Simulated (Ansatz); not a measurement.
# Cl6Eu ([EuCl6]3-): the cost of one run

Computed with Ansatz 0.2.0, Gaussian basis. Level: as each input shows.

The runs, in order: PBE-D4/def2-TZVP, r2SCAN-D4/def2-TZVP, CAM-B3LYP-D4/def2-TZVP, revPBE-D4/def2-TZVP, PBE-D4/def2-SVP, PBE0-D4/def2-SVP, MP2/def2-TZVP.

### 1 The geometry

The geometry is that of the septet, from an earlier relaxation (r2SCAN-D4/def2-SVP).

7 atoms, charge -3, spin multiplicity 7.

Atoms are counted from 1 here; the program's logs count them from 0.

Bond lengths: Eu1–Cl2 2.785 Å, Eu1–Cl3 2.786 Å, Eu1–Cl4 2.786 Å, Eu1–Cl5 2.785 Å, Eu1–Cl6 2.785 Å, Eu1–Cl7 2.786 Å. Angles: Cl2–Eu1–Cl3 180.0°, Cl2–Eu1–Cl4 88.9°, Cl2–Eu1–Cl5 91.1°, Cl2–Eu1–Cl6 88.8°, Cl2–Eu1–Cl7 91.2°, Cl3–Eu1–Cl4 91.2°, Cl3–Eu1–Cl5 88.8°, Cl3–Eu1–Cl6 91.1°, Cl3–Eu1–Cl7 88.9°, Cl4–Eu1–Cl5 180.0°, Cl4–Eu1–Cl6 91.2°, Cl4–Eu1–Cl7 88.8°, Cl5–Eu1–Cl6 88.9°, Cl5–Eu1–Cl7 91.2°, Cl6–Eu1–Cl7 180.0°.

Eu takes a core potential in the def2 sets. No spin-orbit coupling is included. The ion is computed in the gas phase, without counter-ions or solvent.

PBE0-D4/def2-TZVP was run before; its log isn't repeated, and its numbers join the tables.

### 2 PBE-D4/def2-TZVP

start.molden holds the orbitals of an earlier run on this state, given as this run's starting guess.

Input file in.yaml:

```yaml
crystal:
  periodic: [false, false, false]
  atoms:
    - {symbol: Eu, position_ang: [-0.000073, 0.000088, -0.000007]}
    - {symbol: Cl, position_ang: [0.006612, 0.025672, 2.785349]}
    - {symbol: Cl, position_ang: [-0.007665, -0.024797, -2.785475]}
    - {symbol: Cl, position_ang: [2.785085, -0.018817, 0.049096]}
    - {symbol: Cl, position_ang: [-2.785014, 0.017841, -0.049149]}
    - {symbol: Cl, position_ang: [-0.037820, 2.785079, 0.031094]}
    - {symbol: Cl, position_ang: [0.038875, -2.785075, -0.030918]}
basis:
  gaussian: {orbitals: def2-TZVP, initial_orbitals: start.molden}
total_charge: -3
magnetization: {spin_polarized: true, initial_magnetization: 6}
hamiltonian: {xc: pbe, dispersion: d4}
scf: {omitted_lower_state_checks: [starts]}
output: {orbitals: {seedname: orbitals}}
```

On the command line:

```sh
$ ansatz run in.yaml --threads 4 --pin off --events-out ev --progress --plain --max-ram 6963MiB
```

Q: Estimate wall time and peak memory on 4 threads of AMD EPYC 9R45, shared host.

About 12 s, with a peak of 1.7 GiB.
